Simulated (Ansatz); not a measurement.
# CdH2: LAPW beside PAW

Does the treatment of the cores matter for CdH2? The same cell, functional and mesh are run with LAPW, all electrons, frozen-core PAW and all-electron PAW on datasets made for the crystal.

Method: DFT PBE, scalar-relativistic, in Ansatz 0.2.0.

## Step 1: The starting structure

Symmetry: Fm-3m, No. 225, cubic system. The conventional cell has a = 5.106 Å, b = 5.106 Å, c = 5.106 Å, α = 90.00°, β = 90.00°, γ = 90.00°. Cd (site symmetry m-3m) is surrounded by 8 H at 2.21 Å. Around H (site symmetry -43m) lie 4 Cd at 2.21 Å.

Coordinates:

```
CELL_PARAMETERS angstrom
0.00000 2.55277 2.55277
2.55277 0.00000 2.55277
2.55277 2.55277 0.00000
ATOMIC_POSITIONS crystal
Cd 0.00000 0.00000 0.00000
H 0.25000 0.25000 0.25000
H 0.75000 0.75000 0.75000
```

The structure (fluorite type) was typed from a prototype and relaxed by PAW; whether it is the ground state wasn't tested.

Atoms are numbered in the order of the input: Cd1, H2, H3.

## Step 2: LAPW, all electrons

Contents of input.yaml:

```yaml
crystal:
  lattice:
    - [0.0, 2.5527748203, 2.5527748203]
    - [2.5527748203, 0.0, 2.5527748203]
    - [2.5527748203, 2.5527748203, 0.0]
  atoms:
    - { symbol: Cd, position: [0.0, 0.0, 0.0] }
    - { symbol: H, position: [0.25, 0.25, 0.25] }
    - { symbol: H, position: [0.75, 0.75, 0.75] }
kpoints:
  mp_grid: { grid: [11, 11, 11] }
  band_path:
    path:
      - [0.0, 0.0, 0.0]
      - [0.5, 0.0, 0.5]
      - [0.625, 0.25, 0.625]
      - [0.375, 0.375, 0.75]
      - [0.0, 0.0, 0.0]
      - [0.5, 0.5, 0.5]
      - [0.5, 0.25, 0.75]
      - [0.5, 0.0, 0.5]
    npoints: 8
scf:
  occupations: { method: fermi_dirac, width: 0.05 }
hamiltonian:
  xc: pbe
  pseudopotentials: { kind: all_electron, lapw: { basis_error: 0.001 } }
output:
  forces: true
  stress: true
  eigenvalues: true
  populations: true
  dos: { projected: true, de: 0.2, e_range: [-14, 8] }
```

## Step 3: Frozen-core PAW

input.yaml: that of step 2 with these lines changed.

```diff
@@ -26,3 +26,3 @@
   xc: pbe
-  pseudopotentials: { kind: all_electron, lapw: { basis_error: 0.001 } }
+  pseudopotentials: { kind: paw }
 output:
@@ -31,3 +31,5 @@
   eigenvalues: true
+  efg: { contact_densities: true }
   populations: true
+  bader: true
   dos: { projected: true, de: 0.2, e_range: [-14, 8] }
```

## Step 4: All-electron PAW on datasets made for the crystal

input.yaml: that of step 3 with these lines changed.

```diff
@@ -26,3 +26,3 @@
   xc: pbe
-  pseudopotentials: { kind: paw }
+  pseudopotentials: { kind: all_electron, datasets: crystal }
 output:
@@ -32,4 +32 @@
   efg: { contact_densities: true }
-  populations: true
-  bader: true
-  dos: { projected: true, de: 0.2, e_range: [-14, 8] }
```

(Steps that only read results are left out.)

What does the calculation give? Wanted: pressure; gap; Bader charges.

As calculated:

```
           quantity                                             value
           pressure  LAPW -0.01, PAW 0.00, crystal datasets -0.01 GPa
         gap (LAPW)                                              none
Bader charges (PAW)                             Cd1 +0.78, H2 -0.39 e
```

In words: The pressure is within half a GPa of zero, so the volume is close to equilibrium at this level. There is no gap at this level; the crystal is a metal here. H 1s carries the largest share, 60 %, of the projected states within 0.3 eV of the Fermi level. The projection holds only the atomic shells that the datasets carry (Cd 5s, Cd 4d, H 1s in this range). PAW lies less than 0.01 GPa from LAPW in pressure.
